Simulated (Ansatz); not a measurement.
MnS:

```
CELL_PARAMETERS angstrom
0.00000 2.60450 2.60450
2.60450 0.00000 2.60450
2.60450 2.60450 0.00000
ATOMIC_POSITIONS crystal
Mn 0.00000 0.00000 0.00000
S 0.50000 0.50000 0.50000
```

| Item | Value |
| --- | --- |
| Program | Ansatz 0.2.0 |
| Task | relaxation of cell and atoms |
| Functional | PBE |
| Potentials or basis | all-electron LAPW, scalar-relativistic |
| Basis error allowed | 0.001 eV/atom |
| k mesh | 9 × 9 × 9 |
| Occupations | fermi-dirac, width 0.05 eV |
| Spin | collinear spin, ferromagnetic start |
| Starting moments | [4.0, 0.0] μB |

At the start: volume 17.67 Å³/atom.

Question: How do energy, volume and symmetry change on relaxing?

Answer: Over 5 steps the energy falls by 8.4 meV/atom and the volume is 16.73 Å³/atom (-5.3 %); space group Fm-3m (No. 225, to 0.05 Å); moment 4.57 μB per cell.

The path:
```tsv
step	energy change (eV)	largest force (eV/Å)	volume (Å³)
1	0.0000	0.0000	35.33
2	-0.0141	0.0000	34.22
3	-0.0167	0.0000	33.51
4	-0.0168	0.0000	33.47
5	-0.0168	0.0000	33.47
```

Final structure:
```
Mn S
1.0
     0.00000    2.55782    2.55782
     2.55782    0.00000    2.55782
     2.55782    2.55782    0.00000
Mn S
1 1
Direct
  0.00000 0.00000 0.00000
  0.50000 0.50000 0.50000
```

Caveat: a cell with one magnetic atom can't hold antiferromagnetic order, which such compounds often take.
